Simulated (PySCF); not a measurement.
# Tl2H6: other functionals and bases at one geometry

An exercise on one series of results from a longer session: the logs are not shown, and one member is left open.

Computed with PySCF 2.14.0. Level: several levels, as the steps say, no spin–orbit coupling.

1 further run of the same task is left out (for a known fault of the program).

## Starting geometry

8 atoms, charge 0, spin multiplicity 1.

Bond lengths: Tl1–Tl2 3.160 Å, Tl1–H3 2.042 Å, Tl1–H4 2.042 Å, Tl1–H5 1.715 Å, Tl1–H6 1.715 Å, Tl2–H3 2.042 Å, Tl2–H4 2.042 Å, Tl2–H7 1.715 Å, Tl2–H8 1.715 Å. Angles: Tl2–Tl1–H3 39.3°, Tl2–Tl1–H4 39.3°, Tl2–Tl1–H5 107.3°, Tl2–Tl1–H6 107.3°, H3–Tl1–H4 78.6°, H3–Tl1–H5 103.3°, H3–Tl1–H6 103.3°, H4–Tl1–H5 103.3°, H4–Tl1–H6 103.3°, H5–Tl1–H6 145.4°, Tl1–Tl2–H3 39.3°, Tl1–Tl2–H4 39.3°, Tl1–Tl2–H7 107.3°, Tl1–Tl2–H8 107.3°, H3–Tl2–H4 78.6°, H3–Tl2–H7 103.3°, H3–Tl2–H8 103.3°, H4–Tl2–H7 103.3° and more.

As a file:

```mol
H6Tl2
  3D, bonds by distance, orders not assigned

  8  9  0  0  0  0  0  0  0  0999 V2000
    0.0000    0.0000    1.5800 Tl  0  0
   -0.0000   -0.0000   -1.5800 Tl  0  0
    1.2938    0.0000   -0.0000 H   0  0
   -1.2938   -0.0000    0.0000 H   0  0
    0.0000    1.6374    2.0893 H   0  0
    0.0000   -1.6374    2.0893 H   0  0
   -0.0000    1.6374   -2.0893 H   0  0
   -0.0000   -1.6374   -2.0893 H   0  0
  1  2  8  0
  1  3  8  0
  1  4  8  0
  1  5  8  0
  1  6  8  0
  2  3  8  0
  2  4  8  0
  2  7  8  0
  2  8  8  0
M  END
```

Formal oxidation states: Tl +3. An earlier session relaxed this geometry at B3LYP, Tl def2-SVP with ECP60, H def2-SVP (singlet, point group D2h).

At B3LYP on the finer grid: E = -348.621043 Eh, HOMO -7.55 eV, LUMO -1.47 eV, Mulliken charge on Tl1 +0.22 e, largest force component 0.013 eV/Å. 

Levels to run: HF; BLYP; wB97X; revPBE; B3LYP, TZVP; B3LYP, x2c-SVP. Hardware: 2 threads of Arm Neoverse V1, shared host.

The first run:

The input, run.py (the lines that set the calculation):

```python
mol = gto.M(atom='''
Tl     0.00000     0.00000     1.58003
Tl     0.00000     0.00000    -1.58003
H      1.29383     0.00000     0.00000
H     -1.29383     0.00000     0.00000
H      0.00000     1.63735     2.08934
H      0.00000    -1.63735     2.08934
H      0.00000     1.63735    -2.08934
H      0.00000    -1.63735    -2.08934''',
    basis={'Tl': 'def2-SVP', 'H': 'def2-SVP'},
    ecp={'Tl': 'def2-SVP'},
    charge=0, spin=0)
mf = scf.RHF(mol)
mf = mf.density_fit()  # fitting sets: Tl def2-universal-JKFIT, H def2-universal-JKFIT
mf.conv_tol = 1e-08; mf.max_cycle = 55
mf.kernel(dm0)  # dm0: the density of the relaxed state
```

Command:

```
$ OMP_NUM_THREADS=2 python run.py
```

Among the steps run: HF; BLYP; wB97X; revPBE; B3LYP, TZVP; B3LYP, x2c-SVP.

One of the session's tables, all rows but one given; the rest of the session is left out.

```
               level  HOMO (eV)  gap (eV)  charge on Tl1 (e)  largest force component (eV/Å)
B3LYP (relaxed here)      -7.55      6.08               0.22                            0.01
                  HF     -10.30     11.58               0.45                            0.14
                BLYP      -6.55      4.71               0.18                            0.20
               wB97X      -9.95     10.41               0.26                            0.26
              revPBE      -6.60      4.78               0.16                            0.13
         B3LYP, TZVP          ?         ?                  ?                               ?
      B3LYP, x2c-SVP      -7.60      6.11               0.35                            0.30
```

Estimate the missing values for B3LYP, TZVP.

As computed: HOMO (eV): -7.61; gap (eV): 6.09; charge on Tl1 (e): 0.32; largest force component (eV/Å): 0.11. In the column «HOMO (eV)» it lies between wB97X (-9.95) and B3LYP, x2c-SVP (-7.60).

In one basis the HOMO–LUMO gap runs from 4.71 eV (BLYP) to 11.58 eV (HF). The largest leftover force, 0.30 eV/Å with B3LYP, x2c-SVP, stands at a geometry relaxed at another level. Total energies of different levels can't be compared.
